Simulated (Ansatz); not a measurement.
# Nb2H: the cost of one run

Computed with Ansatz 0.2.0 (DFT PBE, scalar-relativistic, plane waves, PAW, unless a step's input says otherwise).

### Step 1. The starting structure

The structure is cubic, space group Pn-3m (No. 224). The conventional cell has a = 4.461 Å, b = 4.461 Å, c = 4.461 Å, α = 90.00°, β = 90.00°, γ = 90.00°. Nb (site symmetry -3m) is surrounded by 2 H at 1.93 Å. Around H (site symmetry -43m) lie 4 Nb at 1.93 Å.

Structure file:

```
Nb H
1.0
     4.46055    0.00000    0.00000
     0.00000    4.46055    0.00000
     0.00000    0.00000    4.46055
Nb H
4 2
Direct
  0.25000 0.25000 0.75000
  0.75000 0.25000 0.25000
  0.25000 0.75000 0.25000
  0.75000 0.75000 0.75000
  0.50000 0.50000 0.50000
  0.00000 0.00000 0.00000
```

The cell is invented: species swapped into a database cell of Cu2O (Pn-3m, No. 224), with Nb on the Cu sites and H on the O sites. Lengths come from tabulated atomic sizes and are only a guess.

### Step 2. A first look at the guess

Input file input.yaml:

```yaml
crystal:
  lattice:
    - [4.46054514, 0.0, 0.0]
    - [0.0, 4.46054514, 0.0]
    - [0.0, 0.0, 4.46054514]
  atoms:
    - { symbol: Nb, position: [0.25, 0.25, 0.75] }
    - { symbol: Nb, position: [0.75, 0.25, 0.25] }
    - { symbol: Nb, position: [0.25, 0.75, 0.25] }
    - { symbol: Nb, position: [0.75, 0.75, 0.75] }
    - { symbol: H, position: [0.5, 0.5, 0.5] }
    - { symbol: H, position: [0.0, 0.0, 0.0] }
basis:
  ecutwfc: 420
kpoints:
  mp_grid: { grid: [4, 4, 4] }
hamiltonian:
  xc: pbe
scf:
  occupations: { method: gaussian, width: 0.1 }
  lower_state_search: "off"
output:
  forces: true
  stress: true
  eigenvalues: true
```

Run with:

```console
$ ansatz run input.yaml --threads 1 --pin off --max-ram 2048MiB --backend cpu --events-out ev --progress --plain --runs-dir out
```

Q: Estimate wall time and peak memory on 1 thread of Intel Xeon Platinum 8488C (Sapphire Rapids), shared host.

About 1.6 s, with a peak of 0.37 GiB.
